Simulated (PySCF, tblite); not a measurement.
# C₆H₁₄BNSi: geometry, infrared bands and NMR shifts

What infrared bands and NMR shifts should C₆H₁₄BNSi (`NB1C[C@@H](C2CC2)C[SiH2]1`) show?

The runs use tblite 0.8.0 and PySCF 2.14.0, with density-fitted response routines of our own; the level of theory stands in each step. All values are computed, except where a source is named. Atoms are numbered from 0 throughout.

### 1 The molecule as given

23 atoms, charge 0, multiplicity 1; geometry from: force field or distance geometry start.

Bonds of the start (Å): N0–B1 1.52, B1–C2 1.61, C2–C3 1.55, C3–C4 1.54, C4–C5 1.52, C5–C6 1.52, C3–C7 1.52, C7–Si8 1.86, Si8–B1 1.90, C6–C4 1.51, N0–H9 1.05, N0–H10 1.04, C2–H11 1.11, C2–H12 1.12, C3–H13 1.11, C4–H14 1.11, C5–H15 1.11, C5–H16 1.11, C6–H17 1.12, C6–H18 1.12, C7–H19 1.11, C7–H20 1.11, Si8–H21 1.48, Si8–H22 1.46.

### 2 Relaxing the molecule with GFN2-xTB

What the job is given:

```
{"job": {"kind": "relax", "xc": "GFN2-xTB", "basis": "xTB"}, "charge": 0, "multiplicity": 1}
N     -3.259800    -0.547500     0.988600
B     -2.170800    -0.689100    -0.059300
C     -0.667400    -1.025100     0.412500
C      0.239200     0.134300    -0.067200
C      1.709600    -0.328300    -0.062800
C      2.731800     0.778500     0.126300
C      2.444500    -0.195100     1.253200
C     -0.183700     0.601100    -1.452800
Si    -2.042300     0.572000    -1.471800
H     -3.022500     0.270300     1.596700
H     -3.244600    -1.396400     1.594500
H     -0.379700    -1.987200    -0.056700
H     -0.629100    -1.123000     1.524200
H      0.103400     0.981400     0.641100
H      2.033200    -1.161700    -0.714200
H      2.329500     1.801200     0.310900
H      3.709100     0.605100    -0.376000
H      3.240300    -0.959600     1.416100
H      1.864200     0.244300     2.103300
H      0.196400     1.618700    -1.665600
H      0.168400    -0.102900    -2.231700
H     -2.612000     1.873900    -1.066900
H     -2.562400     0.061800    -2.732200
```

Started as:

```console
$ OMP_NUM_THREADS=1 python probes_run.py task.json out
```

One launch serves the whole session: the jobs run in the order shown.

**Question.** This job is followed by: GFN2-xTB harmonic vibrations, gas phase; GIAO PBE0/pcSseg-1 NMR shielding, non-relativistic, gas phase. Predict these results of the whole session: strongest single infrared mode (GFN2-xTB); zero-point energy (GFN2-xTB); ¹³C shifts against TMS (PBE0/pcSseg-1); ¹H shifts against TMS (PBE0/pcSseg-1, means over atoms taken as alike); ¹⁵N shifts against NH3 (PBE0/pcSseg-1); ¹¹B shifts against BF3·OEt2 (PBE0/pcSseg-1); ²⁹Si shifts against TMS (PBE0/pcSseg-1).

The runs gave:

```
                                                              quantity                                                                             value
                             strongest single infrared mode (GFN2-xTB)                                                             2138 cm⁻¹, 499 km/mol
                                          zero-point energy (GFN2-xTB)                                                                    119.7 kcal/mol
                                ¹³C shifts against TMS (PBE0/pcSseg-1)                                              48.7, 39.5, 25.2, 21.1, 6.6, 6.6 ppm
¹H shifts against TMS (PBE0/pcSseg-1, means over atoms taken as alike)  4.87, 3.87, 3.77, 1.53, 1.51, 0.83, 0.71, 0.50, 0.46, 0.44, 0.44, 0.12, 0.04 ppm
                                ¹⁵N shifts against NH3 (PBE0/pcSseg-1)                                                                         125.1 ppm
                           ¹¹B shifts against BF3·OEt2 (PBE0/pcSseg-1)                                                                          53.8 ppm
                               ²⁹Si shifts against TMS (PBE0/pcSseg-1)                                                                         -80.8 ppm
```

**Reading.** The optimisation took 112 steps and gained 1.828 eV; among the close pairs (by a distance rule), N0–B1 changed most, from 1.518 to 1.380 Å. No mode is imaginary among the 63: a minimum at this level. The strongest single mode, at 2138 cm⁻¹, moves mainly H21. Unscaled tight-binding wavenumbers are off by several per cent, some by more. Its intensities can rank the bands wrongly. At PBE0/pcSseg-1: The largest span, 171 ppm, is at N0, where the paramagnetic term is -170 ppm.
